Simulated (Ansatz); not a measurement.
This script makes a fixed-spin-moment curve of LiVO2, space group P4/mmm with the Python package of Ansatz (0.2.0).

The script, `fsm_livo2.py`:
```python
"""Fixed-spin-moment curve of LiVO2."""

from dataclasses import dataclass
import warnings

import ansatz as az


@dataclass(frozen=True)
class RunConfig:
    kgrid: tuple[int, ...] = (8, 8, 6)
    tolerance: float = 1e-05
    xc: str = "pbesol"
    vdw: str = "D4"
    smearing: str = "methfessel_paxton"


settings = RunConfig()


def main() -> None:
    warnings.simplefilter("ignore", az.DeckWarning)

    lattice = az.Lattice.of(
        [3.02953, 0.0, 0.0],
        [0.0, 3.02953, 0.0],
        [0.0, 0.0, 3.918],
    )
    sites = [
        ("Li", [0.0, 0.0, 0.0]),
        ("V", [0.5, 0.5, 0.5]),
        ("O", [0.0, 0.0, 0.5]),
        ("O", [0.5, 0.5, 0.0]),
    ]
    structure = az.Crystal(lattice=lattice)
    for symbol, position in sites:
        structure = structure.atom(symbol, position)

    job = structure.calculation()
    job = job.kpoints(*settings.kgrid, center="monkhorst-pack")
    job = job.scf(tolerance=settings.tolerance).functional(settings.xc, dispersion=settings.vdw)
    job = job.accuracy("low").basis(47 * az.Ry)
    job = job.occupations(settings.smearing, width=300 * az.meV)
    # a hard lock holds the total moment, with one Fermi level a spin
    rows = []
    for total in [0.0, 0.4, 0.9, 1.3, 1.8]:
        summary = job.spin("collinear", total=total, lock="hard").run(threads=1).report
        up, down = summary["spin_fermi_energies_ev"]
        rows.append((total, summary["free_energy_ev"], up - down, summary["absolute_magnetization_mub"]))
    reference = rows[0][1]
    rows = [(m, 1000 * (e - reference), split, size) for m, e, split, size in rows]
    lines = [",".join(["total muB", "F - F(0) meV", "EF up - down eV", "absolute muB"])] + [",".join(f"{v:.4f}" if isinstance(v, float) else str(v) for v in row) for row in rows]
    print("\n".join(lines))
    with open("fsm.csv", "w") as handle:
        handle.write("\n".join(lines) + "\n")
    best = min(rows, key=lambda row: row[1])
    print(f"lowest at {best[0]} muB per cell, {best[1]:.1f} meV against the first point")


if __name__ == "__main__":
    main()
```

At which total moment is the energy lowest, and how steeply does it rise?

The lowest point lies at 1.8 μB a cell, 108.0 meV below the point at 0 μB; at 1.8 μB the energy is 0 meV above the lowest.

What the script printed:

```console
$ python fsm_livo2.py
RunWarning: this spin-polarised run has no starting moment large enough to seed its density, and nothing else in its deck makes the two spin channels differ, so an SCF from that start keeps the magnetisation at zero until it first converges, unless a state found ahead of a linear-response series gives it moments [...]
total muB,F - F(0) meV,EF up - down eV,absolute muB
0.0000,0.0000,0.0000,0.0000
0.4000,-14.8194,-0.1412,0.4324
0.9000,-61.8636,-0.2099,0.9574
1.3000,-103.8411,-0.1988,1.3733
1.8000,-107.9532,0.1604,1.8939
lowest at 1.8 muB per cell, -108.0 meV against the first point
```
(Warnings from the package without file and line, shortened.)

What to keep in mind:
- The settings weren't tested for convergence.
- Dispersion corrections can be off by several per cent in the lattices of metals, and by several GPa in the pressure at a fixed cell.
- For a metal this k-point mesh is coarse: on a finer one energies can move by several to tens of meV an atom and pressures by half a GPa or more, differences at one mesh by less.
- With one magnetic atom the cell can hold only ferromagnetic order.
- Without a Hubbard U or exact exchange, semilocal functionals often make such 3d compounds metallic or too weakly gapped.
- This cell is a computed structure, which may not be the phase found in nature.
- Only points where the Fermi levels of the two spins meet (minima, maxima and zero moment) are free solutions; a shallow minimum can lie between the points.
- The script silences the warnings on its input, which a real study should read.
- Hardware and time: 26 s on 1 thread of Arm Neoverse V2 (shared host), peak memory 0.43 GiB.

(Lines on the test bed's own set-up are left out of the output.)
